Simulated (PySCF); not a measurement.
# C5H11As: the cost of one run

Programs: PySCF 2.14.0, with routines of our own; each step states its level. All values are computed. Atoms count from 0.

### Step 1. The starting structure

17 atoms, charge 0, multiplicity 1; geometry from: GFN2-xTB.

### Step 2. Magnetic properties: GIAO PBE0/pcSseg-1

Job settings and geometry (Å):

```
{"job": {"kind": "mag", "xc": "PBE0", "basis": "pcSseg-1", "isotopologues": 2}, "charge": 0, "multiplicity": 1}
C      2.739458    -0.000241     0.016324
C      1.354630    -0.317137     0.475063
C      0.250801     0.022381    -0.173817
C     -1.132185    -0.274176     0.280455
C     -1.986363    -0.858308    -0.842196
As    -2.022305     1.397344     0.970019
H      3.291206    -0.920855    -0.177120
H      3.279069     0.550358     0.786960
H      2.723139     0.595401    -0.893583
H      1.286190    -0.875049     1.401766
H      0.324671     0.571833    -1.106524
H     -1.101488    -0.980053     1.119503
H     -3.003034    -1.044896    -0.491352
H     -1.566665    -1.797286    -1.202228
H     -2.036988    -0.161881    -1.680386
H     -1.601419     2.235037    -0.205850
H     -0.805716     1.869556     1.713057
```

With the program's defaults for keys left out, this is: GIAO PBE0/pcSseg-1 magnetisability, rotational g tensor and spin-rotation constants, non-relativistic, gas phase.

On the command line:

```bash
$ OMP_NUM_THREADS=1 python excited_run.py task.json out
```

One launch serves the whole session: the jobs run in the order shown.

**Question.** How long does this first job take on 1 thread of Arm Neoverse V1, shared host, and how much memory does it need?

About 30 s, with a peak of 0.97 GiB.
